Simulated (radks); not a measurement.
# Ionising arsenic step by step, As⁶⁺ to As¹¹⁺

Aim: the successive ionisation energies of arsenic, each ion in the ground configuration that NIST lists, set against the tabulated values. Each value is a difference of total energies (Δ-SCF).

Program: radks (a radial shooting solver on a logarithmic mesh, Libxc functionals) version 1. Level of theory: Dirac Kohn-Sham, BLYP, spin-unpolarised, spherical densities, finite nucleus; open shells are shared between the two j in proportion to 2j + 1. These are calculated values, not measurements, unless marked.

## Step 1: What is computed

| Property | Result |
| --- | --- |
| element | arsenic (Z = 33) |
| charges | 6 to 11 |
| first configuration | [Ar] 3d9 |
| last configuration | [Ar] 3d4 |

The outer shells:

As⁶⁺
```
[Ar] core
3d [↑↓][↑↓][↑↓][↑↓][↑ ]
```

As¹¹⁺
```
[Ar] core
3d [↑ ][↑ ][↑ ][↑ ][  ]
```

## Step 2: As⁶⁺, [Ar] 3d9

Settings of this run:

```text
Z 33
configuration [Ar] 3d9
relativity Dirac
functional b88,lyp
spin unpolarised
j_filling average
nucleus finite rms 4.0968 fm
c 137.035999084
```

## Step 3: As⁷⁺, [Ar] 3d8

Changes since step 2:

```diff
@@ -1,3 +1,3 @@
 Z 33
-configuration [Ar] 3d9
+configuration [Ar] 3d8
 relativity Dirac
```

## Step 4: As⁸⁺, [Ar] 3d7

Changes since step 3:

```diff
@@ -1,3 +1,3 @@
 Z 33
-configuration [Ar] 3d8
+configuration [Ar] 3d7 4s0 4p0
 relativity Dirac
```

## Step 5: As⁹⁺, [Ar] 3d6

Changes since step 4:

```diff
@@ -1,3 +1,3 @@
 Z 33
-configuration [Ar] 3d7 4s0 4p0
+configuration [Ar] 3d6
 relativity Dirac
```

## Step 6: As¹⁰⁺, [Ar] 3d5

Changes since step 5:

```diff
@@ -1,3 +1,3 @@
 Z 33
-configuration [Ar] 3d6
+configuration [Ar] 3d5
 relativity Dirac
```

## Step 7: As¹¹⁺, [Ar] 3d4

Changes since step 6:

```diff
@@ -1,3 +1,3 @@
 Z 33
-configuration [Ar] 3d5
+configuration [Ar] 3d4 4s0 4p0
 relativity Dirac
```

**Question.** What will these runs give? Wanted: for each run, species; configuration; Δ-SCF; −ε(HOMO); NIST; error.

The runs gave:

```csv
species,configuration,Δ-SCF (eV),−ε(HOMO) (eV),NIST (eV),error (%)
As⁶⁺,[Ar] 3d9,151.75,135.97,147 (theory),+3.2
As⁷⁺,[Ar] 3d8,184.02,167.22,180 (theory),+2.2
As⁸⁺,[Ar] 3d7,218.23,200.45,213 (theory),+2.5
As⁹⁺,[Ar] 3d6,254.29,235.57,247 (theory),+3.0
As¹⁰⁺,[Ar] 3d5,292.14,272.51,296 (theory),-1.3
```

What this shows: Reference values: NIST Atomic Spectra Database (exp. measured, semi-emp. semi-empirical, theory a theoretical value adopted there). The steepest step, after dividing by the final charge, comes at As⁷⁺ in [Ar] 3d8, where the value goes from 151.75 to 184.02 eV. Minus the highest eigenvalue gives 90 to 93 % of the Δ-SCF value along the ladder. Spin polarisation and multiplet splitting are left out, so open shells lie too high by an amount that depends on their filling. Sharing an open shell by 2j + 1 raises it above the true ground level by a part of the spin-orbit splitting, which enters the differences from NIST.
